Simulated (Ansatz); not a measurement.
# CH₃BSTe: one species, many methods

The task here is to estimate one member of a computed series from the others.

Program: Ansatz 0.2.0, Gaussian basis. Level of theory: functionals in def2-TZVPP, the program's frozen cores in correlated methods. These are calculated values, not measurements.

Levels to be run: LDA (SPW92), PBE-D4, revPBE-D4, BLYP-D4, r2SCAN-D4, B97M-V, PBE0-D4, B3LYP-D4, r2SCANh-D4, r2SCAN0-D4, HSE06-D4, BHLYP-D4, CAM-B3LYP-D4, LC-ωPBE, ωB97X-V, ωB97M-V, B2PLYP, PBE-QIDH; CCSD(T)/def2-SVP; CCSD(T)/def2-TZVPP; MP2/def2-QZVPP; extrapolation to the limit; RPA on PBE.

## The relaxed structure

An earlier PBE0-D4 in a triple-zeta def2 set relaxation fixed the geometry. Te takes the def2 core potential; no spin-orbit term is included.

SMILES `[TeH]B1CS1`, 7 atoms, charge 0, spin multiplicity 1.

Atoms are counted from 1 here; the program's logs count them from 0.

Bond lengths: Te1–B2 2.101 Å, Te1–H5 1.659 Å, B2–C3 1.531 Å, B2–S4 1.748 Å, C3–S4 1.857 Å, C3–H6 1.086 Å, C3–H7 1.086 Å. Angles: B2–Te1–H5 93.8°, Te1–B2–C3 149.1°, Te1–B2–S4 142.3°, C3–B2–S4 68.6°, B2–C3–S4 61.2°, B2–C3–H6 120.8°, B2–C3–H7 120.8°, S4–C3–H6 114.2°, S4–C3–H7 114.2°, H6–C3–H7 114.0°, B2–S4–C3 50.2°.

The first run:

Input file in.yaml:

```yaml
crystal:
  periodic: [false, false, false]
  atoms:
    - {symbol: Te, position_ang: [-2.043774, 0.677820, -1.078926]}
    - {symbol: B, position_ang: [-0.364825, -0.348748, -0.343901]}
    - {symbol: C, position_ang: [0.931415, -0.333044, 0.471196]}
    - {symbol: S, position_ang: [0.406575, -1.917649, -0.343097]}
    - {symbol: H, position_ang: [-1.613469, 2.113908, -0.369464]}
    - {symbol: H, position_ang: [1.839938, 0.099099, 0.061902]}
    - {symbol: H, position_ang: [0.905438, -0.359485, 1.556691]}
basis:
  gaussian: {orbitals: def2-TZVPP}
hamiltonian: {xc: lda}
output: {orbitals: {seedname: orbitals}}
```

The run is started by

```console
> ansatz run in.yaml --threads 2 --pin off --events-out ev --progress --plain --max-ram 4352MiB
```

Among the steps run: LDA; PBE-D4 (GGA); revPBE-D4 (GGA); BLYP-D4 (GGA); r2SCAN-D4 (meta-GGA); B97M-V (meta-GGA); PBE0-D4 (hybrid); B3LYP-D4 (hybrid); r2SCANh-D4 (hybrid); r2SCAN0-D4 (hybrid); HSE06-D4 (hybrid); BHLYP-D4 (hybrid); CAM-B3LYP-D4 (range-separated); LC-ωPBE (range-separated); ωB97X-V (range-separated); ωB97M-V (range-separated); B2PLYP (double hybrid); PBE-QIDH (double hybrid).

One of the session's tables, all rows but one given; the rest of the session is left out.

It belongs to the step «Frontier levels by functional». 

| functional | HOMO (eV) | gap (eV) |
| --- | --- | --- |
| LDA (SPW92) | -5.93 | 3.79 |
| PBE-D4 | -5.79 | 3.85 |
| revPBE-D4 | -5.74 | 3.89 |
| BLYP-D4 | -5.60 | 3.86 |
| r2SCAN-D4 | -6.03 | 4.33 |
| B97M-V | -6.00 | 4.40 |
| PBE0-D4 | -6.81 | 5.70 |
| B3LYP-D4 | ? | ? |
| r2SCANh-D4 | -6.41 | 5.00 |
| r2SCAN0-D4 | -6.97 | 6.00 |
| HSE06-D4 | -6.42 | 4.94 |
| BHLYP-D4 | -7.66 | 7.58 |
| CAM-B3LYP-D4 | -7.98 | 7.99 |
| LC-ωPBE | -9.28 | 10.27 |
| ωB97X-V | -8.95 | 9.93 |
| ωB97M-V | -8.82 | 9.67 |

**Question.** Estimate the row for B3LYP-D4.

Worked estimate for «HOMO (eV)». Against the share of exact exchange, BLYP-D4 (0, -5.60), BHLYP-D4 (0.5, -7.66) give a slope of -4.12 per unit share; at 0.2 the line stands at -6.42.

The run gave: HOMO (eV): -6.58; gap (eV): 5.34. In «HOMO (eV)» the line misses by +0.16.
